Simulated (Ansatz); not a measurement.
**TeOs: what a guessed cell relaxes into**

Where does this trial cell of TeOs go when cell and atoms are let free?

Method: DFT PBE, scalar-relativistic, plane waves, PAW, in Ansatz 0.2.0.

### 1 Starting point

Symmetry: Pm-3m, No. 221, cubic system. Conventional cell: a = 3.596 Å, b = 3.596 Å, c = 3.596 Å, α = 90.00°, β = 90.00°, γ = 90.00°. Te (site symmetry m-3m) has 8 Os at 3.11 Å as nearest neighbours. Os (site symmetry m-3m) has 8 Te at 3.11 Å as nearest neighbours.

Structure file:

```cif
data_structure
_symmetry_space_group_name_H-M 'Pm-3m'
_symmetry_Int_Tables_number 221
_cell_length_a 3.5956
_cell_length_b 3.5956
_cell_length_c 3.5956
_cell_angle_alpha 90.000
_cell_angle_beta 90.000
_cell_angle_gamma 90.000
_cell_volume 46.48
loop_
_atom_site_label
_atom_site_type_symbol
_atom_site_symmetry_multiplicity
_atom_site_Wyckoff_symbol
_atom_site_fract_x
_atom_site_fract_y
_atom_site_fract_z
_atom_site_occupancy
Te1 Te 1 a 0.00000 0.00000 0.00000 1
Os1 Os 1 b 0.50000 0.50000 0.50000 1
```

The cell is invented: ordered superstructure of bcc (Pm-3m, No. 221). Its size is a rough estimate.

### 2 Probe: one point on a coarse mesh

input.yaml

```yaml
crystal:
  lattice:
    - [3.59555717, 0.0, 0.0]
    - [0.0, 3.59555717, 0.0]
    - [0.0, 0.0, 3.59555717]
  atoms:
    - { symbol: Te, position: [0.0, 0.0, 0.0] }
    - { symbol: Os, position: [0.5, 0.5, 0.5] }
basis:
  ecutwfc: 420
kpoints:
  mp_grid: { grid: [6, 6, 6] }
hamiltonian:
  xc: pbe
scf:
  occupations: { method: gaussian, width: 0.1 }
  lower_state_search: "off"
output:
  forces: true
  stress: true
  eigenvalues: true
```

On the command line:

```
$ ansatz run input.yaml --threads 1 --pin off --max-ram 2048MiB --backend cpu --events-out ev --progress --plain --runs-dir out
```

Further runs follow: rough relaxation on the coarse mesh; spin check on a coarse mesh; full relaxation.

Before running it: what results should come out? Wanted: conventional cell; volume; energy over the elements; gap on the mesh.

As calculated:

| quantity | value |
| --- | --- |
| symmetry at the end (tolerance 0.05 Å) | space group Pm-3m (No. 221) |
| conventional cell | a = 3.336 Å, b = 3.336 Å, c = 3.336 Å, α = 90.00°, β = 90.00°, γ = 90.00° |
| volume | 18.56 Å³/atom |
| energy over the elements | +0.99 eV/atom |
| gap on the mesh | none (metal) |

What this shows: The space group Pm-3m (No. 221) is kept, and the volume per atom shrinks by 20.1 % from the first guess. The formation energy is positive, so the separate elements lie lower. No finished test with a distortion of lower symmetry is shown, so the end may be a saddle point. Spin-orbit coupling is left out for Os, Te. Other magnetic orders were not searched.
